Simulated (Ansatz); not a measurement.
LaMg, space group Pm-3m, a charge-density difference against the sublattices

Program: Ansatz's Python interface.

The cells in order, each with its output:

**Cell 1**
```python
import warnings

import ansatz as az
import numpy as np
```

**Cell 2**
```python
vectors0 = np.array([
    [3.965, 0.0, 0.0],
    [0.0, 3.965, 0.0],
    [0.0, 0.0, 3.965],
])
sites = [
    ("La", (0.5, 0.5, 0.5)),
    ("Mg", (0.0, 0.0, 0.0)),
]
```

**Cell 3**
```python
def on_lattice(cell):
    crystal = az.Crystal(lattice=az.Lattice.of(cell))
    for symbol, position in sites:
        crystal = crystal.atom(symbol, position)
    return crystal
```

**Cell 4**
```python
warnings.simplefilter("ignore", az.DeckWarning)

# one cutoff and one grid for all runs, so that the fields can be subtracted
def solve(crystal):
    return (
        crystal.calculation()
        .functional("lda")
        .occupations("gaussian", width=0.05)
        .basis(460, grid_basis="typed")
        .kpoints(6, 6, 6)
        .density()
        .run(threads=1)
    )


whole = solve(on_lattice(vectors0))
difference = whole.density().channels[0].density_e_per_ang3.copy()
binding = whole.report["free_energy_ev"]
for element in ["La", "Mg"]:
    part = az.Crystal(lattice=az.Lattice.of(vectors0))
    for symbol, position in sites:
        if symbol == element:
            part = part.atom(symbol, position)
    alone = solve(part)
    difference -= alone.density().channels[0].density_e_per_ang3
    binding -= alone.report["free_energy_ev"]
    print(f"{element} sublattice: {alone.report['n_electrons']:g} electrons, {alone.report['n_iterations']} iterations")
```
Output:
```text
La sublattice: 11 electrons, 6 iterations
Mg sublattice: 10 electrons, 6 iterations
```

**Cell 5**
```python
voxel = abs(np.linalg.det(vectors0)) / difference.size
print(f"energy of the crystal less its unpolarised sublattices: {binding / len(sites):.4f} eV/atom")
print(f"net charge of the difference {difference.sum() * voxel:.5f} e, charge moved {0.5 * np.abs(difference).sum() * voxel:.3f} e")
print(f"extremes {difference.min():.4f} and {difference.max():.4f} e/A^3")
for (symbol, position) in sites:
    index = tuple(int(round(p * n)) % n for p, n in zip(position, difference.shape))
    print(f"  change of the pseudo-density at the grid point nearest {symbol}: {difference[index]:+.4f} e/A^3")
profile = difference.mean(axis=(0, 1))
print("planar mean along the third vector:", np.round(profile[:: max(len(profile) // 12, 1)], 4))
```
Output:
```text
energy of the crystal less its unpolarised sublattices: -1.3632 eV/atom
net charge of the difference 0.00000 e, charge moved 0.179 e
extremes -0.0426 and 0.0096 e/A^3
  change of the pseudo-density at the grid point nearest La: -0.0233 e/A^3
  change of the pseudo-density at the grid point nearest Mg: -0.0426 e/A^3
planar mean along the third vector: [-0.002  -0.0015 -0.0003  0.0011  0.0023  0.0022 -0.0002 -0.0026 -0.0026
 -0.0002  0.0022  0.0023  0.0011 -0.0003 -0.0015]
```

Reading the output:
- For a metal this k-point mesh is coarse: on a finer one energies can move by several to tens of meV an atom and pressures by half a GPa or more, differences at one mesh by less.
- Grid values close to the nuclei reflect the PAW or pseudopotential construction, not the all-electron fields.
- The starting cell is as deposited in a crystallographic database; the results hold for this polymorph, which needn't be the stable one.
- Charge moved counts every rearrangement, bonding and polarisation too, and is no transfer between atoms; the bare sublattices are artificial references. Values near the nuclei depend on the potentials.
- Run time: 3.4 s on 1 thread of Intel(R) Xeon(R) Platinum 8375C CPU @ 2.90GHz (Ice Lake), with other jobs on the host, peak memory 0.39 GiB.
